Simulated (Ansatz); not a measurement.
GeW:

```
Ge W
1.0
     0.00000    2.57761    2.57761
     2.57761    0.00000    2.57761
     2.57761    2.57761    0.00000
Ge W
1 1
Direct
  0.50000 0.50000 0.50000
  0.00000 0.00000 0.00000
```

The cell was built by a generator and needn't be a form met in nature.

```yaml
Program: Ansatz 0.2.0
Task: single point
Functional: PBE
Potentials_or_basis: all-electron LAPW, scalar-relativistic
Cutoff: 306 eV (chosen from the basis error)
Basis_error_allowed: 0.001 eV/atom
k_mesh: 9 × 9 × 9
Occupations: fermi-dirac, width 0.05 eV
Spin: no spin polarisation
```

On this cell: pressure 0.3 GPa; largest force zero by symmetry; band gap on the k mesh none (metal or under the smearing width).

The same run follows on a disturbed copy (atoms moved at random, drawn with an rms of 0.05 Å):

```xyz
2
Lattice="0.0000 2.5776 2.5776 2.5776 0.0000 2.5776 2.5776 2.5776 0.0000" Properties=species:S:1:pos:R:3 pbc="T T T"
Ge    2.5575    2.6195    2.5465
W    -0.0253    0.0183    0.0373
```

Task: What does the disturbed cell give?

Result: The energy (extrapolated to zero smearing) moves by +12.0 meV/atom; pressure 0.7 GPa; largest force 0.669 eV/Å; band gap on the k mesh none (metal or under the smearing width).

Forces on the atoms (eV/Å):
```
Ge  -0.046 -0.212  0.633
W    0.046  0.212 -0.633
```

Stress tensor (GPa, compression positive):
```
 0.15 -0.01  0.04
-0.01  0.32  0.17
 0.04  0.17  1.62
```
